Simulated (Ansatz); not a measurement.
# Bi2Te2CO: the cost of one run

Method: DFT PBE, scalar-relativistic, plane waves, PAW, in Ansatz 0.2.0.

8 further runs of the same task are left out: 8 set aside as unsound or not needed.

**1. The system as given**

Symmetry: Fm-3m, No. 225, cubic system. Conventional cell: a = 6.470 Å, b = 6.470 Å, c = 6.470 Å, α = 90.00°, β = 90.00°, γ = 90.00°. Bi (site symmetry m-3m) has 6 Te at 3.23 Å as nearest neighbours. Around Te (site symmetry m-3m) lie 6 Bi at 3.23 Å.

Coordinates:

```xyz
2
Lattice="0.0000 3.2350 3.2350 3.2350 0.0000 3.2350 3.2350 3.2350 0.0000" Properties=species:S:1:pos:R:3 pbc="T T T"
Bi    0.0000    0.0000    0.0000
Te    3.2350    3.2350    3.2350
```

Source of the structure: the Crystallography Open Database.

**6. The grid**

Atoms count from 1 in the order of the input.

CO stands on one site of a rigid substrate at a fixed height and bond length while its axis is turned; the height is held at 1.61 Å.

- tilt of the C5-O6 axis from the surface normal: 7 values from 0 to 90 °
- azimuth of the C5-O6 axis from the first surface vector: 12 values from 0 to 330 °, periodic

Nothing else is relaxed. Points are written as (first, second).

(The set-up runs are not shown.)

**7. Point (30°, 60°)**

Input file input.yaml:

```yaml
crystal:
  lattice:
    - [4.5978826485, 0.0, 0.0]
    - [0.0, 4.5978826485, 0.0]
    - [0.0, 0.0, 20.9910347787]
  atoms:
    - { symbol: Bi, position: [0.5, 0.5, 0.1905575424] }
    - { symbol: Te, position: [0.0, 0.0, 0.1905575424] }
    - { symbol: Bi, position: [0.0, 0.0, 0.3330486016] }
    - { symbol: Te, position: [0.5, 0.5, 0.3312994782] }
    - { symbol: C, position: [0.75, 0.25, 0.4097480124] }
    - { symbol: O, position: [0.8130725101, 0.3592447921, 0.4576060375] }
basis:
  ecutwfc: 420
kpoints:
  mp_grid: { grid: [6, 6, 1] }
hamiltonian:
  xc: pbe
scf:
  occupations: { method: gaussian, width: 0.1 }
output:
  forces: true
  eigenvalues: true
efield:
  axis: 3
  dipole_correction: true
  ramp_width: 0.04
```

Started as:

```
> ansatz run input.yaml --threads 1 --pin off --max-ram 3072MiB --backend cpu --events-out ev --progress --plain --runs-dir out
```

What time and memory should one allow on 1 thread of AMD EPYC (Zen 3), shared host?

About 64 s, with a peak of 0.7 GiB.
